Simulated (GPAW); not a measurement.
Crystal: NaFeO3.

```
CELL_PARAMETERS angstrom
3.83048 0.00000 0.00000
0.00000 3.83048 0.00000
0.00000 0.00000 3.83048
ATOMIC_POSITIONS crystal
Fe 0.50000 0.50000 0.50000
Na 0.00000 0.00000 0.00000
O 0.00000 0.50000 0.50000
O 0.50000 0.00000 0.50000
O 0.50000 0.50000 0.00000
```

The cell comes from a database or a generator and needn't be the stable form of this composition.

```yaml
Program: GPAW 26.7.0
Task: relaxation of cell and atoms
Functional: PBEsol
Dispersion: D3
Potentials_or_basis: PAW data sets generated in the run's folder for this functional
Cutoff: 800 eV
Basis: pw
k_mesh: 5 × 5 × 5
Occupations: fermi-dirac, width 0.05 eV
Spin: collinear spin, ferromagnetic start
Starting_moments: "[3.0, 0.0, 0.0, 0.0, 0.0] μB"
```

At the start: pressure -13.1 GPa; volume 11.24 Å³/atom.

Where does the relaxation end?

Over 4 steps the energy falls by 47.7 meV/atom and the volume is 10.10 Å³/atom (-10.1 %); space group Pm-3m (No. 221, to 0.05 Å); moment 3.80 μB per cell.

The path:
```tsv
step	energy change (eV)	largest force (eV/Å)	pressure (GPa)	volume (Å³)
1	0.0000	0.0000	-13.09	56.20
2	-0.0341	0.0000	-12.27	55.76
3	-0.2377	0.0000	0.84	50.21
4	-0.2387	0.0000	-0.10	50.51
```

Final structure:
```yaml
crystal:
  lattice:
    - [3.69657, 0.00000, 0.00000]
    - [0.00000, 3.69657, 0.00000]
    - [0.00000, 0.00000, 3.69657]
  atoms:
    - { symbol: Fe, position: [0.50000, 0.50000, 0.50000] }
    - { symbol: Na, position: [0.00000, 0.00000, 0.00000] }
    - { symbol: O, position: [0.00000, 0.50000, 0.50000] }
    - { symbol: O, position: [0.50000, 0.00000, 0.50000] }
    - { symbol: O, position: [0.50000, 0.50000, 0.00000] }
```

Caveat: each step starts from the last one's moments, so a moment once lost doesn't come back; later steps reuse the first step's grids; a cell with one magnetic atom can't hold antiferromagnetic order, which such compounds often take; pairwise dispersion overbinds metals, which lowers pressure and volume.
